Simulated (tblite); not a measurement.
# C6H10Cl2OSi: the cost of one run

The runs use tblite 0.8.0 and PySCF 2.14.0, with density-fitted response routines of our own; the level of theory stands in each step. All values are computed, except where a source is named. Atoms are numbered from 0 throughout.

## 1. The molecule as given

20 atoms, charge 0, multiplicity 1; geometry from: force field or distance geometry start.

Bonds of the start (Å): C0–C1 1.50, C1–O2 1.23, C1–C3 1.49, C3–C4 1.53, C4–C5 1.53, C5–Si6 1.93, C5–C7 1.50, C7–Cl8 1.78, C7–Cl9 1.79, C5–C3 1.54, C0–H10 1.10, C0–H11 1.09, C0–H12 1.08, C3–H13 1.08, C4–H14 1.08, C4–H15 1.09, Si6–H16 1.49, Si6–H17 1.49, Si6–H18 1.47, C7–H19 1.09.

## 2. Optimising the geometry with GFN2-xTB

Job settings and geometry (Å):

```
{"job": {"kind": "relax", "xc": "GFN2-xTB", "basis": "xTB"}, "charge": 0, "multiplicity": 1}
C      2.667500     0.939800    -0.290500
C      1.767900    -0.218300     0.031800
O      2.054300    -1.384100    -0.247900
C      0.501000     0.120800     0.742700
C     -0.304900    -0.967200     1.447300
C     -0.866800    -0.317200     0.179400
Si    -2.250400     0.995800     0.471200
C     -0.945300    -1.134900    -1.080300
Cl    -0.710400    -0.127000    -2.524700
Cl    -2.482100    -2.049400    -1.182400
H      2.095500     1.677200    -0.873000
H      3.026800     1.392800     0.634400
H      3.504400     0.600200    -0.874600
H      0.564900     1.057300     1.285200
H      0.051800    -1.981900     1.383500
H     -0.733800    -0.734200     2.423600
H     -1.920100     1.747900     1.716300
H     -3.567200     0.330700     0.663500
H     -2.291200     1.964000    -0.640100
H     -0.167000    -1.901500    -1.113000
```

Launch:

```sh
OMP_NUM_THREADS=1 python probes_run.py task.json out
```

One launch serves the whole session: the jobs run in the order shown.

Q: Estimate the wall time and peak memory of this first job on 1 thread of Intel Xeon at 2.50GHz, shared host.

About 3.9 s, with a peak of 0.18 GiB.
